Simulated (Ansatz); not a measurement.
Working through a short molecular-dynamics run of MgS, space group F-43m

Program: the Python package of Ansatz (0.2.0).

Run as a notebook:

**Cell 1**
```python
import warnings

import ansatz as az
import matplotlib.pyplot as plt
import numpy as np
```

**Cell 2**
```python
warnings.simplefilter("ignore", az.DeckWarning)
```

**Cell 3**
```python
lattice = az.Lattice.of(
    (0.0, 2.83312, 2.83312),
    (2.83312, 0.0, 2.83312),
    (2.83312, 2.83312, 0.0),
)
sites = [
    ("Mg", (0.0, 0.0, 0.0)),
    ("S", (0.75, 0.75, 0.75)),
]
cell = az.Crystal(lattice=lattice)
for symbol, position in sites:
    cell = cell.atom(symbol, position)
```

**Cell 4**
```python
len(cell.resolved().sites)
```
Output:
```text
2
```

**Cell 5**
```python
# a coarse mesh keeps each step cheap
setup = (
    cell.supercell(2, 2, 1).calculation()
    .functional(az.Functional.PBESOL)
    .basis(630, xc_grid=1)
    .kpoints(2, 2, 2, shift=0.5)
    .occupations(az.OccupationsMethod.FERMI_DIRAC)
    .scf(tolerance=1e-07, lower_state_search="off")
    .md("nvt_langevin", timestep=2.0 * az.fs, steps=15, temperature=100, friction=0.01, initial_velocities="maxwell_boltzmann", seed=26)
)
steps = []
```

**Cell 6**
```python
def collect(event):
    if event["event"] == "md_step":
        steps.append(event["data"])
```

**Cell 7**
```python
out = setup.session().plan().execute(on_event=collect)
rep = out.report
```

**Cell 8**
```python
sorted(key for key in rep if key.endswith("_ev"))
```
Output:
```text
['energy_sigma0_ev', 'entropy_ts_ev', 'fermi_energy_ev', 'free_energy_ev', 'gap_by_band_count_ev',
 'harris_foulkes_ev', 'internal_energy_ev', 'lagrangian_above_aufbau_ev', 'lagrangian_ev',
 'lagrangian_sigma0_ev']
```

**Cell 9**
```python
print(" step   t (fs)     E_pot (eV)   E_kin (eV)    T (K)")
for s in steps[::1]:
    print(f"{s['step']:5d} {s['time_fs']:8.1f} {s['lagrangian_ev']:14.4f} {s['e_kin_ev']:12.4f} {s['temperature_k']:8.1f}")
```
Output:
```text
 step   t (fs)     E_pot (eV)   E_kin (eV)    T (K)
    0      0.0    -11199.5144       0.0905     87.5
    1      2.0    -11199.5135       0.0930     89.9
    2      4.0    -11199.5105       0.0978     94.6
    3      6.0    -11199.5052       0.0939     90.8
    4      8.0    -11199.4983       0.0833     80.6
    5     10.0    -11199.4896       0.0851     82.3
    6     12.0    -11199.4795       0.0701     67.8
    7     14.0    -11199.4698       0.0548     53.0
    8     16.0    -11199.4609       0.0506     48.9
    9     18.0    -11199.4521       0.0438     42.3
   10     20.0    -11199.4443       0.0405     39.2
   11     22.0    -11199.4383       0.0402     38.9
   12     24.0    -11199.4345       0.0427     41.3
   13     26.0    -11199.4324       0.0444     42.9
   14     28.0    -11199.4326       0.0489     47.2
   15     30.0    -11199.4355       0.0509     49.2
```

**Cell 10**
```python
temperature = np.array([s["temperature_k"] for s in steps])
print(f"mean temperature of the second half {temperature[len(steps) // 2 :].mean():.1f} K")
```
Output:
```text
mean temperature of the second half 43.7 K
```

**Cell 11**
```python
time = [s["time_fs"] for s in steps]
fig, ax = plt.subplots(figsize=(5, 3))
ax.plot(time, [s["lagrangian_ev"] - steps[0]["lagrangian_ev"] for s in steps], label="potential")
ax.plot(time, [s["e_kin_ev"] for s in steps], label="kinetic")
ax.set(xlabel="time (fs)", ylabel="energy (eV)")
ax.legend()
fig.tight_layout()
fig.savefig("md.png", dpi=100)
```

The settings weren't tested for convergence. Semilocal gaps usually lie well under measured ones. The k-point mesh is coarse, and energy and stress weren't tested for convergence. This mesh misses the zone centre, where many direct gaps lie, so the gap can be several times too large. In a crystal with a gap the Fermi level's place inside it depends on smearing and mesh. This cell is a computed structure, which may not be the phase found in nature. Levels are Kohn-Sham eigenvalues on this mesh. A small cell, a coarse mesh and a very short run: it shows the set-up and gives no equilibrium averages. Run time: 23 s on 1 thread of Intel(R) Xeon(R) 6975P-C (Granite Rapids), on a shared host, peak memory 0.59 GiB.

(Lines on the test bed's own set-up are left out of the output.)
